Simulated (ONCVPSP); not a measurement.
# An ONCV potential for vanadium, from input to tests

Aim: build the potential from the settings below, then test how well it stands in for the atom: other configurations, scattering, ghost states and the plane-wave cutoff that it needs.

Program: ONCVPSP 4.0.1. Reference atom: LDA (Perdew-Wang 92), scalar-relativistic, spherical and spin-unpolarised. All values are calculated.

### 1 Settings

Typed settings, in words:

```json
{
 "element": "vanadium (V, Z = 23)",
 "type": "optimised norm-conserving Vanderbilt (ONCV)",
 "frozen core": "[Ar]",
 "valence charge": "5",
 "reference configuration": "3d3 4s2",
 "partial waves": "4s: rc 2.25 bohr, ncon 4, nbas 7, qcut 2.4 1/bohr, 1 projector; p scattering state at 0.37 Ha: rc 2.35 bohr, ncon 4, nbas 7, qcut 2.8 1/bohr, 2 projectors, debl 2.2 Ha; 3d: rc 1.35 bohr, ncon 4, nbas 8, qcut 9.9 1/bohr, 1 projector; f scattering state at 0.46 Ha: rc 2.25 bohr, ncon 4, nbas 8, qcut 4.6 1/bohr, 2 projectors, debl 3.1 Ha",
 "local potential": "polynomial inside 1.20 bohr (lpopt 5, dvloc0 0 Ha)",
 "core correction": "polynomial model core, fcfact 0.25"
}
```

The outer shells as boxes (Hund's rule for the drawing; the calculation is spin-unpolarised):

```
[Ar] core
3d [↑ ][↑ ][↑ ][  ][  ]
4s [↑↓]
```

### 2 Generation

File V.dat:

```
# ATOM AND REFERENCE CONFIGURATION
# atsym  z   nc   nv     iexc    psfile
  V 23.00    5    2  -001012      upf
#
#   n    l    f
    1    0    2.00
    2    0    2.00
    2    1    6.00
    3    0    2.00
    3    1    6.00
    3    2    3.00
    4    0    2.00
#
# PSEUDOPOTENTIAL AND OPTIMIZATION
# lmax
    3
#
#   l,   rc,      ep,       ncon, nbas, qcut
    0    2.25    0.00    4    7    2.40
    1    2.35    0.37    4    7    2.80
    2    1.35    0.00    4    8    9.90
    3    2.25    0.46    4    8    4.60
#
# LOCAL POTENTIAL
# lloc, lpopt,  rc(5),   dvloc0
    4    5    1.20    0.00
#
# VANDERBILT-KLEINMAN-BYLANDER PROJECTORs
# l, nproj, debl
    0    1    1.20
    1    2    2.20
    2    1    3.40
    3    2    3.10
#
# MODEL CORE CHARGE
# icmod, fcfact, rcfact
    1    0.25    0.00
#
# LOG DERIVATIVE ANALYSIS
# epsh1, epsh2, depsh
   -2.00    5.00    0.02
#
# OUTPUT GRID
# rlmax, drl
    6.00    0.01
#
# TEST CONFIGURATIONS
# ncnf
    4
# nvcnf
#   n    l    f
    2
    3    2    3.00
    4    0    1.00
#
    2
    3    2    3.00
    4    0    0.00
#
    2
    3    2    2.00
    4    0    0.00
#
    3
    3    2    3.00
    4    0    0.00
    4    1    1.00
#
```

The run is started by

```bash
oncvpsp.x < V.dat > V.out
```

What does the calculation give? Wanted: cutoffs for 1 and 0.1 mHa per electron, occupied waves; bound ghosts; GHOST(+) flags; largest test error; largest phase difference near zero energy, channels read; rms error of d²Exc/dn², without and with the model core.

As calculated:

| quantity | value |
| --- | --- |
| cutoffs for 1 and 0.1 mHa per electron, occupied waves | 42 Ha and 49 Ha |
| bound ghosts | s at -89.50 eV |
| GHOST(+) flags | p at 71 eV, f at 117 eV |
| largest test error (AE − PS) | -36 meV, for 3d3 4s0 (1 test unsolved) |
| largest phase difference near zero energy, channels read | 0.037 rad |
| rms error of d²Exc/dn², without and with the model core | 19.58 and 9.45 mHa |

**Reading.** A bound ghost (s) makes it unfit for use: electrons can fall into a state that the atom doesn't have. By total energies transferability is fair where solved: the largest error is 36 meV on 22.5 eV, for 3d3 4s0. Of the tests 1 gave no usable energy difference, which is a warning in itself. The potential is hard: the looser tolerance needs 42 Ha. At the looser tolerance the 3d wave is the slowest; 4s needs 3 Ha. Of the channels read, p scatters worst near zero energy, by up to 0.04 rad. The program also flags highly localised states, GHOST(+) (p, f).
